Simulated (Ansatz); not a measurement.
# C4H3IS: up Jacob's ladder to CCSD(T)

How much do the methods differ for C4H3IS? The plan is to run it at one geometry with functionals of several rungs and with coupled cluster. The yardstick is the atomisation energy at the CCSD(T) limit.

The runs use Ansatz 0.2.0, Gaussian basis; functionals in def2-TZVPP, the program's frozen cores in correlated methods.

Levels to be run: LDA (SPW92), PBE-D4, revPBE-D4, BLYP-D4, r2SCAN-D4, B97M-V, PBE0-D4, B3LYP-D4, r2SCANh-D4, r2SCAN0-D4, HSE06-D4, BHLYP-D4, CAM-B3LYP-D4, LC-ωPBE, ωB97X-V, ωB97M-V, B2PLYP, PBE-QIDH; CCSD(T)/def2-SVP; CCSD(T)/def2-TZVPP; MP2/def2-QZVPP; extrapolation to the limit; RPA on PBE.

1 further run of the same task is left out (for a known fault of the program). Runs told in other sessions of the task aren't counted.

## (1) The geometry

The geometry comes from an earlier relaxation with PBE0-D4 in a triple-zeta def2 set; it is a stationary point, not always the lowest conformer. I takes the def2 core potential; no spin-orbit term is included.

9 atoms, charge 0, spin multiplicity 1.

Atoms are counted from 1 here; the program's logs count them from 0.

Bond lengths: I1–C2 2.060 Å, C2–C3 1.365 Å, C2–S6 1.710 Å, C3–C4 1.416 Å, C3–H7 1.081 Å, C4–C5 1.363 Å, C4–H8 1.082 Å, C5–S6 1.707 Å, C5–H9 1.079 Å. Angles: I1–C2–C3 127.1°, I1–C2–S6 120.9°, C3–C2–S6 111.9°, C2–C3–C4 111.9°, C2–C3–H7 123.5°, C4–C3–H7 124.6°, C3–C4–C5 112.8°, C3–C4–H8 123.7°, C5–C4–H8 123.4°, C4–C5–S6 111.5°, C4–C5–H9 128.3°, S6–C5–H9 120.2°, C2–S6–C5 91.8°.

## (2) LDA

This LDA is Slater exchange with PW92 correlation.

Contents of in.yaml:

```yaml
crystal:
  periodic: [false, false, false]
  atoms:
    - {symbol: I, position_ang: [0.994403, 0.273549, -3.125484]}
    - {symbol: C, position_ang: [0.319236, 0.228505, -1.180156]}
    - {symbol: C, position_ang: [0.481369, -0.779650, -0.274999]}
    - {symbol: C, position_ang: [-0.114759, -0.470177, 0.972124]}
    - {symbol: C, position_ang: [-0.710544, 0.755656, 0.984228]}
    - {symbol: S, position_ang: [-0.551580, 1.543938, -0.521030]}
    - {symbol: H, position_ang: [1.004072, -1.700193, -0.494351]}
    - {symbol: H, position_ang: [-0.100211, -1.134440, 1.825958]}
    - {symbol: H, position_ang: [-1.233684, 1.236610, 1.796711]}
basis:
  gaussian: {orbitals: def2-TZVPP}
hamiltonian: {xc: lda}
output: {orbitals: {seedname: orbitals}}
```

The run is started by

```bash
ansatz run in.yaml --threads 4 --pin off --events-out ev --progress --plain --max-ram 10444MiB
```

After this run come: PBE-D4 (GGA); revPBE-D4 (GGA); BLYP-D4 (GGA); r2SCAN-D4 (meta-GGA); B97M-V (meta-GGA); B3LYP-D4 (hybrid); r2SCANh-D4 (hybrid); r2SCAN0-D4 (hybrid); HSE06-D4 (hybrid); BHLYP-D4 (hybrid); CAM-B3LYP-D4 (range-separated); LC-ωPBE (range-separated); ωB97X-V (range-separated); ωB97M-V (range-separated); B2PLYP (double hybrid); PBE-QIDH (double hybrid); CCSD(T) in def2-SVP; CCSD(T) in def2-TZVPP; MP2 in def2-QZVPP; RPA on PBE orbitals.

Q: Predict the results of all the runs planned. Wanted: atomisation energy, CCSD(T)/CBS; farthest beyond LDA; mean size of error, GGA; mean size of error, meta-GGA; mean size of error, hybrid; mean size of error, range-separated; mean size of error, double hybrid; gap, smallest and largest; T1 diagnostic.

**Answer**, as computed:

| quantity | value |
| --- | --- |
| atomisation energy, CCSD(T)/CBS | 916.9 kcal/mol |
| functionals within 9.2 kcal/mol (1.0 %) | BLYP-D4, B97M-V, B3LYP-D4, r2SCANh-D4, r2SCAN0-D4, CAM-B3LYP-D4, LC-ωPBE, ωB97X-V, ωB97M-V, PBE-QIDH |
| farthest beyond LDA | PBE-D4 (+45.0 kcal/mol) |
| mean size of error, GGA | 21.8 kcal/mol |
| mean size of error, meta-GGA | 8.2 kcal/mol |
| mean size of error, hybrid | 15.5 kcal/mol |
| mean size of error, range-separated | 1.7 kcal/mol |
| mean size of error, double hybrid | 8.8 kcal/mol |
| gap, smallest and largest | 3.72 eV (BLYP-D4), 10.44 eV (LC-ωPBE) |
| T1 diagnostic | 0.0113 |
| triples share of the correlation energy | 4.4 % |

**Reading.** The LDA atomisation energy is off by 166.6 kcal/mol (18 %): it overbinds. PBE-D4 is off by +45.0 kcal/mol. Double hybrids carry the basis error of their MP2 part in triple zeta, and no dispersion term here, so their miss is partly the set-up's. The rungs range-separated, meta-GGA, double hybrid miss on average by less than the doubt on the reference (9.2 kcal/mol), so they tie. The reference freezes the cores and leaves out spin-orbit coupling and excitations past (T), and its outer-core shells are covered unevenly, so misses under about 9.2 kcal/mol can't be ranked. All levels share the lack of spin-orbit coupling, which lowers the free heavy atoms and so the true binding. Hartree-Fock recovers 70 % of the binding; the rest is correlation. CCSD(T) in def2-SVP is off by -50.3 kcal/mol, so the small basis spoils what the method gains. The gap grows from 3.7 to 10.4 eV across the functionals, mostly with the share of exact exchange. The restricted reference is unstable towards a spin-broken one. Correlated methods include outer-core shells of I, which these sets cover unevenly.
